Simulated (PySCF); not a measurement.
# CrNO (Cr ... NO): the cost of one run

Programs: PySCF 2.14.0, with routines of our own; each step states its level. All values are computed. Atoms count from 0.

## 1. The system as given

3 atoms, charge 0, high-spin multiplicity 8; geometry from: GFN2-xTB fragments, placed rigidly.

The system (radical pair): Cr···NO. The radical centres are 2.83 Å apart; the spin sites are atom 0 (6 unpaired) and atoms 1, 2 (1 unpaired).

## 2. Magnetic exchange: CASSCF and SC-NEVPT2/def2-TZVP (7,7)

Job settings and geometry (Å):

```
{"job": {"kind": "cas", "basis": "def2-TZVP", "active": "magnetic", "zfs": false}, "charge": 0, "high_spin_multiplicity": 8, "spin_sites": [[[0], 6], [[1, 2], 1]]}
Cr     0.272300     0.000000    -2.162300
N      0.272300     0.000000     0.672700
O     -0.544700    -0.000000     1.489700
```

With the program's defaults for keys left out, this is: CASSCF and SC-NEVPT2/def2-TZVP spin states, gas phase.

Launch:

```sh
OMP_NUM_THREADS=1 python exch_run.py task.json out
```

This one command runs all jobs of the session in turn.

Q: Estimate the wall time and peak memory of this first job on 1 thread of Arm Neoverse V1, shared host.

About 3.1 s, with a peak of 0.25 GiB.
